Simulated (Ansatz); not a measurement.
# H3 (doublet): the correlation ladder at distance H1–H2 along a hydrogen transfer = 0.915 Å, cc-pVQZ

An exercise on one series of results from a longer session: the logs are not shown, and one member is left open.

Method: cc-pVQZ, core rule «outside noble gas», up to 0 orbitals frozen; program: Ansatz 0.2.0, Gaussian basis.

To be run: UHF; CCSD(T) on ROHF; CCSD(T) on UHF; BCCD(T) on ROHF; CISD; CCSDT on ROHF; CCSDT on UHF; CASSCF and NEVPT2, 3 electrons in 3 orbitals; Full CI.

4 further runs of the same task are left out: 4 that didn't finish.

### The geometry

The geometry derives from fragments relaxed apart (PBE0/def2-TZVP) and kept rigid, so it is no stationary point. A hydrogen atom is moved between rigid fragments.

3 atoms, charge 0, spin multiplicity 2.

Atoms are counted from 1 here; the program's logs count them from 0.

No contacts short enough for the rule that draws bonds.

Coordinates:

| atom | x (Å) | y (Å) | z (Å) |
| --- | --- | --- | --- |
| H1 | 0.0000 | 0.0000 | -0.9337 |
| H2 | 0.0000 | 0.0000 | -0.0187 |
| H3 | 0.0000 | 0.0000 | 0.9523 |

The first run:

Input file in.yaml:

```yaml
crystal:
  periodic: [false, false, false]
  atoms:
    - {symbol: H, position_ang: [0.000000, 0.000000, -0.933667]}
    - {symbol: H, position_ang: [0.000000, 0.000000, -0.018667]}
    - {symbol: H, position_ang: [0.000000, 0.000000, 0.952333]}
basis:
  gaussian: {orbitals: cc-pVQZ}
magnetization: {spin_polarized: true, initial_magnetization: 1}
hamiltonian: {xc: hf}
output: {orbitals: {seedname: orbitals}}
```

The run is started by

```sh
> ansatz run in.yaml --threads 1 --pin off --events-out ev --progress --plain --max-ram 2393MiB
```

Steps of the session up to this table: UHF; CCSD(T) on ROHF; CCSD(T) on UHF; BCCD(T) on ROHF; CISD; CCSDT on ROHF; CCSDT on UHF; CASSCF and NEVPT2, 3 electrons in 3 orbitals; Full CI.

One table of the session follows, with a row left open; its other results are not shown here.

It belongs to the step «Misses and costs». 

```
        method  from FCI (meV)
          ROHF         +1730.1
           UHF               ?
          RMP2          +325.2
          UMP2          +346.2
          CISD           +19.6
         RCCSD           +20.8
         UCCSD           +16.7
      RCCSD(T)            +3.2
      UCCSD(T)            +3.3
       BCCD(T)            +3.2
        RCCSDT             0.0
        UCCSDT             0.0
CASSCF valence          +913.0
NEVPT2 valence          +228.7
           FCI               0
```

Q: Estimate the row for UHF from the others.

The run gave: from FCI (meV): +1436.3. In the column «from FCI (meV)» it lies between CASSCF valence (+913.0) and ROHF (+1730.1).

Caveats from the session: Restricted and unrestricted rows rest on different reference determinants; where their highest levels disagree by more than a few hundredths of an eV, they describe different states and don't form one ladder.
